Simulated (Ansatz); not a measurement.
**In₂N₂H₈: a ladder of functionals and wavefunction methods**

One table from this session's results is given with a row withheld; the runs are named, their logs left out.

Computed with Ansatz 0.2.0, Gaussian basis. Level: functionals in def2-TZVPP, the program's frozen cores in correlated methods.

The runs, in order: LDA (SPW92), PBE-D4, revPBE-D4, BLYP-D4, r2SCAN-D4, B97M-V, PBE0-D4, B3LYP-D4, r2SCANh-D4, r2SCAN0-D4, HSE06-D4, BHLYP-D4, CAM-B3LYP-D4, LC-ωPBE, ωB97X-V, ωB97M-V, B2PLYP, PBE-QIDH; CCSD(T)/def2-SVP; CCSD(T)/def2-TZVPP; MP2/def2-QZVPP; extrapolation to the limit; RPA on PBE.

## The relaxed structure

The geometry comes from an earlier relaxation with PBE0-D4 in a triple-zeta def2 set; it is a stationary point, not always the lowest conformer. In takes the def2 core potential; no spin-orbit term is included.

SMILES `[NH2+]1[InH2-][NH2+][InH2-]1`, 12 atoms, charge 0, spin multiplicity 1.

Atoms are counted from 1 here; the program's logs count them from 0.

Bond lengths: N1–In2 2.218 Å, N1–In4 2.218 Å, N1–H5 1.013 Å, N1–H6 1.013 Å, In2–N3 2.218 Å, In2–H7 1.721 Å, In2–H8 1.721 Å, N3–In4 2.218 Å, N3–H9 1.013 Å, N3–H10 1.013 Å, In4–H11 1.721 Å, In4–H12 1.721 Å. Angles: In2–N1–In4 96.7°, In2–N1–H5 113.5°, In2–N1–H6 113.5°, In4–N1–H5 113.5°, In4–N1–H6 113.5°, H5–N1–H6 106.3°, N1–In2–N3 83.3°, N1–In2–H7 108.3°, N1–In2–H8 108.3°, N3–In2–H7 108.3°, N3–In2–H8 108.3°, H7–In2–H8 130.2°, In2–N3–In4 96.7°, In2–N3–H9 113.5°, In2–N3–H10 113.5°, In4–N3–H9 113.5°, In4–N3–H10 113.5°, H9–N3–H10 106.3° and more.

Set-up of the first run:

in.yaml

```yaml
crystal:
  periodic: [false, false, false]
  atoms:
    - {symbol: N, position_ang: [-0.965205, 0.394779, -1.042654]}
    - {symbol: In, position_ang: [1.252324, 0.340969, -1.030197]}
    - {symbol: N, position_ang: [0.965225, -0.394296, 1.042821]}
    - {symbol: In, position_ang: [-1.252314, -0.341016, 1.030173]}
    - {symbol: H, position_ang: [-1.379668, -0.206317, -1.745452]}
    - {symbol: H, position_ang: [-1.345936, 1.320854, -1.198955]}
    - {symbol: H, position_ang: [1.832499, 1.959005, -0.955042]}
    - {symbol: H, position_ang: [1.766560, -0.979629, -2.005923]}
    - {symbol: H, position_ang: [1.379731, 0.206726, 1.745643]}
    - {symbol: H, position_ang: [1.345913, -1.320411, 1.199053]}
    - {symbol: H, position_ang: [-1.831612, -1.959372, 0.954067]}
    - {symbol: H, position_ang: [-1.767517, 0.978728, 2.006457]}
basis:
  gaussian: {orbitals: def2-TZVPP}
hamiltonian: {xc: lda}
output: {orbitals: {seedname: orbitals}}
```

The run is started by

```sh
> ansatz run in.yaml --threads 4 --pin off --events-out ev --progress --plain --max-ram 11315MiB
```

Among the steps run: LDA; PBE-D4 (GGA); revPBE-D4 (GGA); BLYP-D4 (GGA); r2SCAN-D4 (meta-GGA); B97M-V (meta-GGA); PBE0-D4 (hybrid); B3LYP-D4 (hybrid); r2SCANh-D4 (hybrid); r2SCAN0-D4 (hybrid); HSE06-D4 (hybrid); BHLYP-D4 (hybrid); CAM-B3LYP-D4 (range-separated); LC-ωPBE (range-separated); ωB97X-V (range-separated); ωB97M-V (range-separated); B2PLYP (double hybrid); PBE-QIDH (double hybrid).

One table of the session follows, with a row left open; its other results are not shown here.

It belongs to the step «Orbital energies across the functionals». 

```
  functional  HOMO (eV)  gap (eV)
 LDA (SPW92)      -6.46      4.88
      PBE-D4      -6.32      4.93
   revPBE-D4      -6.27      4.96
     BLYP-D4      -6.20      4.86
   r2SCAN-D4      -6.59      5.64
      B97M-V      -6.71      5.38
     PBE0-D4      -7.56      6.84
    B3LYP-D4      -7.35      6.38
  r2SCANh-D4      -7.05      6.31
  r2SCAN0-D4      -7.75      7.31
    HSE06-D4      -7.16      6.10
    BHLYP-D4      -8.73      8.55
CAM-B3LYP-D4      -8.90      8.86
     LC-ωPBE     -10.25     11.20
     ωB97X-V      -9.90     10.72
     ωB97M-V          ?         ?
```

Estimate the missing values for ωB97M-V.

As computed: HOMO (eV): -9.78; gap (eV): 10.16. In the column «HOMO (eV)» it lies between ωB97X-V (-9.90) and CAM-B3LYP-D4 (-8.90).
